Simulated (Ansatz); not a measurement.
# FGeH3OS: one species, many methods

Aim: compute FGeH3OS with functionals from several rungs and with coupled cluster, and see how far each lands from CCSD(T) at the basis-set limit for the atomisation energy.

Computed with Ansatz 0.2.0, Gaussian basis. Level: functionals in def2-TZVPP, the program's frozen cores in correlated methods.

Plan: LDA (SPW92), PBE-D4, revPBE-D4, BLYP-D4, r2SCAN-D4, B97M-V, PBE0-D4, B3LYP-D4, r2SCANh-D4, r2SCAN0-D4, HSE06-D4, BHLYP-D4, CAM-B3LYP-D4, LC-ωPBE, ωB97X-V, ωB97M-V, B2PLYP, PBE-QIDH; CCSD(T)/def2-SVP; CCSD(T)/def2-TZVPP; MP2/def2-QZVPP; extrapolation to the limit; RPA on PBE.

### 1 The relaxed structure

The geometry comes from an earlier relaxation with PBE0-D4 in a triple-zeta def2 set; it is a stationary point, not always the lowest conformer.

SMILES `[OH][GeH]([F])[SH]`, 7 atoms, charge 0, spin multiplicity 1.

Atoms are counted from 1 here; the program's logs count them from 0.

Bond lengths: O1–Ge2 1.757 Å, O1–H5 0.961 Å, Ge2–F3 1.732 Å, Ge2–S4 2.203 Å, Ge2–H6 1.526 Å, S4–H7 1.345 Å. Angles: Ge2–O1–H5 112.8°, O1–Ge2–F3 108.8°, O1–Ge2–S4 112.4°, O1–Ge2–H6 106.6°, F3–Ge2–S4 102.5°, F3–Ge2–H6 108.9°, S4–Ge2–H6 117.4°, Ge2–S4–H7 92.4°.

As a file:

| atom | x (Å) | y (Å) | z (Å) |
| --- | --- | --- | --- |
| O1 | -1.2895 | 0.6643 | 0.5806 |
| Ge2 | 0.2918 | -0.0926 | 0.4654 |
| F3 | 0.2350 | -1.6268 | 1.2673 |
| S4 | 0.8043 | -0.6545 | -1.6025 |
| H5 | -1.9597 | 0.2074 | 0.0646 |
| H6 | 1.2656 | 0.8168 | 1.2089 |
| H7 | 0.7139 | 0.6173 | -2.0301 |

### 2 LDA

This LDA is Slater exchange with PW92 correlation.

File in.yaml:

```yaml
crystal:
  periodic: [false, false, false]
  atoms:
    - {symbol: O, position_ang: [-1.289487, 0.664279, 0.580561]}
    - {symbol: Ge, position_ang: [0.291797, -0.092554, 0.465439]}
    - {symbol: F, position_ang: [0.234985, -1.626831, 1.267323]}
    - {symbol: S, position_ang: [0.804296, -0.654462, -1.602451]}
    - {symbol: H, position_ang: [-1.959686, 0.207446, 0.064569]}
    - {symbol: H, position_ang: [1.265555, 0.816801, 1.208946]}
    - {symbol: H, position_ang: [0.713941, 0.617321, -2.030089]}
basis:
  gaussian: {orbitals: def2-TZVPP}
hamiltonian: {xc: lda}
output: {orbitals: {seedname: orbitals}}
```

Run with:

```console
$ ansatz run in.yaml --threads 2 --pin off --events-out ev --progress --plain --max-ram 4352MiB
```

Further steps of the session: PBE-D4 (GGA); revPBE-D4 (GGA); BLYP-D4 (GGA); r2SCAN-D4 (meta-GGA); B97M-V (meta-GGA); B3LYP-D4 (hybrid); r2SCANh-D4 (hybrid); r2SCAN0-D4 (hybrid); HSE06-D4 (hybrid); BHLYP-D4 (hybrid); CAM-B3LYP-D4 (range-separated); LC-ωPBE (range-separated); ωB97X-V (range-separated); ωB97M-V (range-separated); B2PLYP (double hybrid); PBE-QIDH (double hybrid); CCSD(T) in def2-SVP; CCSD(T) in def2-TZVPP; MP2 in def2-QZVPP; RPA on PBE orbitals.

**Question.** What will the summary of the whole plan be? Wanted: atomisation energy, CCSD(T)/CBS; farthest beyond LDA; mean size of error, GGA; mean size of error, meta-GGA; mean size of error, hybrid; mean size of error, range-separated; mean size of error, double hybrid; gap, smallest and largest; T1 diagnostic.

**Answer**, as computed:

```
                               quantity                                        value
        atomisation energy, CCSD(T)/CBS                                    23.841 eV
    functionals within 0.238 eV (1.0 %)  PBE-D4, r2SCAN-D4, B97M-V, ωB97X-V, ωB97M-V
                    farthest beyond LDA                         BHLYP-D4 (-1.404 eV)
                mean size of error, GGA                                     0.373 eV
           mean size of error, meta-GGA                                     0.061 eV
             mean size of error, hybrid                                     0.669 eV
    mean size of error, range-separated                                     0.237 eV
      mean size of error, double hybrid                                     0.529 eV
              gap, smallest and largest        5.36 eV (BLYP-D4), 12.84 eV (LC-ωPBE)
                          T1 diagnostic                                       0.0120
triples share of the correlation energy                                        3.5 %
```

In words: The LDA atomisation energy is off by 3.795 eV (16 %): it overbinds. PBE-D4 is off by +0.147 eV. Double hybrids carry the basis error of their MP2 part in triple zeta, and no dispersion term here, so their miss is partly the set-up's. The rungs meta-GGA, range-separated miss on average by less than the doubt on the reference (0.238 eV), so they tie. The reference freezes the cores and leaves out relativity and excitations past (T), and its outer-core shells are covered unevenly, so misses under about 0.238 eV can't be ranked. Hartree-Fock recovers 67 % of the binding; the rest is correlation. CCSD(T) in def2-SVP is off by -2.145 eV, more than most functionals: a good method in a small basis is no reference. Orbital gaps span 5.4 to 12.8 eV; exact exchange widens them. Correlated methods include outer-core shells of Ge, which these sets cover unevenly.
